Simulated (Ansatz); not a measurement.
# Ca (fcc type): a single-point run

Aim: a sound single-point run of Ca (fcc type).

Method: DFT, PBEsol, PAW with Ansatz's default frozen-core files, scalar-relativistic, in Ansatz 0.2.0.

### 1 The structure to begin with

It takes space group Fm-3m (No. 225, cubic). Conventional cell: a = 5.363 Å, b = 5.363 Å, c = 5.363 Å, α = 90.00°, β = 90.00°, γ = 90.00°. Ca (site symmetry m-3m) has 12 Ca at 3.79 Å in its first shell of neighbours.

As a file:

```xyz
1
Lattice="0.0000 2.6817 2.6817 2.6817 0.0000 2.6817 2.6817 2.6817 0.0000" Properties=species:S:1:pos:R:3 pbc="T T T"
Ca    0.0000    0.0000    0.0000
```

### 2 Running it

Input file input.yaml:

```yaml
crystal:
  lattice:
    - [0.0, 2.6817435469, 2.6817435469]
    - [2.6817435469, 0.0, 2.6817435469]
    - [2.6817435469, 2.6817435469, 0.0]
  atoms:
    - { symbol: Ca, position: [0.0, 0.0, 0.0] }
kpoints:
  mp_grid: { grid: [13, 13, 13] }
scf:
  occupations: { method: fermi_dirac, width: 0.05 }
  max_iter: 50
hamiltonian:
  xc: pbesol
  pseudopotentials: { kind: paw }
output:
  forces: true
  stress: true
  eigenvalues: true
  populations: true
basis:
  ecutrho_ratio: 2
```

The run is started by

```
$ ansatz run input.yaml --threads 1 --pin off --max-ram 2048MiB --backend cpu --events-out ev --progress --plain --runs-dir out
```

**Question.** How will this run end, and is anything wrong with its input?

The program finished normally, with warnings (cutoff below recommended). Its log warns: «basis.ecutrho_ratio = 2 (ecutrho = 840 eV) is below the records' recommended 1680 eV»

Look at the input: basis.ecutrho_ratio is 2. The density cutoff must be at least four times the energy cutoff of the waves.

Run again and compare: delete basis.ecutrho_ratio (the default then holds).
